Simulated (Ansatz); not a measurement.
# C₇H₁₂O₂: ionisation energy by level of theory

The task here is to estimate one member of a computed series from the others.

Computed with Ansatz 0.2.0, Gaussian basis. Level: unrestricted cation, the program's frozen cores in correlated methods.

Plan: UKS PBE-D4/def2-TZVPP; UKS r2SCAN-D4/def2-TZVPP; UKS PBE0-D4/def2-TZVPP; UKS B3LYP-D4/def2-TZVPP; UKS wB97X-V/def2-TZVPP; UKS wB97M-V/def2-TZVPP; UKS B2PLYP/def2-TZVPP; UHF-CCSD(T)/def2-TZVPP; UHF-MP2/def2-QZVPP; extrapolation to the limit; then −ε(HOMO) from the neutral's earlier runs with LDA (SPW92), PBE-D4, revPBE-D4, BLYP-D4, r2SCAN-D4, B97M-V, PBE0-D4, B3LYP-D4, r2SCANh-D4, r2SCAN0-D4, HSE06-D4, BHLYP-D4, CAM-B3LYP-D4, LC-ωPBE, ωB97X-V, ωB97M-V.

### Structure used throughout

All runs share one geometry, relaxed beforehand with PBE0-D4 in a triple-zeta def2 set.

SMILES `C=CCCC(=O)OCC`, 21 atoms, charge 0, spin multiplicity 1.

Atoms are counted from 1 here; the program's logs count them from 0.

Bond lengths: C1–C2 1.325 Å, C1–H10 1.084 Å, C1–H11 1.086 Å, C2–C3 1.493 Å, C2–H12 1.087 Å, C3–C4 1.523 Å, C3–H13 1.095 Å, C3–H14 1.093 Å, C4–C5 1.505 Å, C4–H15 1.096 Å, C4–H16 1.093 Å, C5–O6 1.203 Å, C5–O7 1.338 Å, O7–C8 1.434 Å, C8–C9 1.509 Å, C8–H17 1.091 Å, C8–H18 1.091 Å, C9–H19 1.092 Å and more. Angles: C2–C1–H10 121.6°, C2–C1–H11 121.5°, H10–C1–H11 116.9°, C1–C2–C3 124.6°, C1–C2–H12 119.6°, C3–C2–H12 115.8°, C2–C3–C4 112.9°, C2–C3–H13 109.3°, C2–C3–H14 109.6°, C4–C3–H13 108.4°, C4–C3–H14 108.9°, H13–C3–H14 107.6°, C3–C4–C5 113.3°, C3–C4–H15 110.4°, C3–C4–H16 111.5°, C5–C4–H15 106.4°, C5–C4–H16 108.7°, H15–C4–H16 106.1° and more.

Set-up of the first run:

in.yaml reads:

```yaml
crystal:
  periodic: [false, false, false]
  atoms:
    - {symbol: C, position_ang: [-1.908153, -0.079172, -3.370679]}
    - {symbol: C, position_ang: [-1.148438, 0.349251, -2.372655]}
    - {symbol: C, position_ang: [0.264282, -0.074966, -2.140171]}
    - {symbol: C, position_ang: [0.450103, -0.817440, -0.823213]}
    - {symbol: C, position_ang: [0.245930, 0.054206, 0.385950]}
    - {symbol: O, position_ang: [0.221070, 1.256880, 0.377184]}
    - {symbol: O, position_ang: [0.114657, -0.686819, 1.492556]}
    - {symbol: C, position_ang: [-0.028162, 0.027281, 2.727563]}
    - {symbol: C, position_ang: [1.313001, 0.423968, 3.293981]}
    - {symbol: H, position_ang: [-2.930857, 0.258825, -3.491459]}
    - {symbol: H, position_ang: [-1.531507, -0.780417, -4.109777]}
    - {symbol: H, position_ang: [-1.555106, 1.056681, -1.653799]}
    - {symbol: H, position_ang: [0.911253, 0.808121, -2.132629]}
    - {symbol: H, position_ang: [0.594132, -0.718596, -2.960033]}
    - {symbol: H, position_ang: [1.468356, -1.215735, -0.749398]}
    - {symbol: H, position_ang: [-0.218324, -1.678745, -0.750517]}
    - {symbol: H, position_ang: [-0.548650, -0.668239, 3.386788]}
    - {symbol: H, position_ang: [-0.658128, 0.902034, 2.558359]}
    - {symbol: H, position_ang: [1.951014, -0.451383, 3.431393]}
    - {symbol: H, position_ang: [1.817237, 1.131180, 2.634250]}
    - {symbol: H, position_ang: [1.176280, 0.903083, 4.266315]}
basis:
  gaussian: {orbitals: def2-TZVPP}
total_charge: 1
magnetization: {spin_polarized: true, initial_magnetization: 1}
hamiltonian: {xc: pbe, dispersion: d4}
```

Run with:

```bash
$ ansatz run in.yaml --threads 4 --pin off --events-out ev --progress --plain --max-ram 66560MiB --backend cuda --devices 0, --max-vram 37GiB
```

Among the steps run: Cation, UKS PBE-D4/def2-TZVPP; Cation, UKS r2SCAN-D4/def2-TZVPP; Cation, UKS PBE0-D4/def2-TZVPP; Cation, UKS B3LYP-D4/def2-TZVPP; Cation, UKS wB97X-V/def2-TZVPP; Cation, UKS wB97M-V/def2-TZVPP; Cation, UKS B2PLYP (frozen core)/def2-TZVPP; Cation, UHF-CCSD(T)/def2-TZVPP; Cation, UHF-MP2/def2-QZVPP.

One table of the session follows, with a row left open; its other results are not shown here.

Orbital estimates, from the neutral's runs:

| functional | −ε(HOMO) (eV) |
| --- | --- |
| LDA (SPW92) | 6.48 |
| PBE-D4 | 6.29 |
| revPBE-D4 | 6.22 |
| BLYP-D4 | 6.13 |
| r2SCAN-D4 | 6.49 |
| B97M-V | 6.51 |
| PBE0-D4 | 7.42 |
| B3LYP-D4 | 7.20 |
| r2SCANh-D4 | 6.92 |
| r2SCAN0-D4 | ? |
| HSE06-D4 | 7.02 |
| BHLYP-D4 | 8.39 |
| CAM-B3LYP-D4 | 8.77 |
| LC-ωPBE | 10.19 |
| ωB97X-V | 9.79 |
| ωB97M-V | 9.70 |

Estimate the missing values for r2SCAN0-D4.

Worked estimate for «−ε(HOMO) (eV)». Against the share of exact exchange, r2SCAN-D4 (0, 6.49), r2SCANh-D4 (0.1, 6.92) give a slope of 4.30 per unit share; at 0.25 the line stands at 7.56.

The run gave: −ε(HOMO) (eV): 7.57. In «−ε(HOMO) (eV)» the line misses by -0.01.
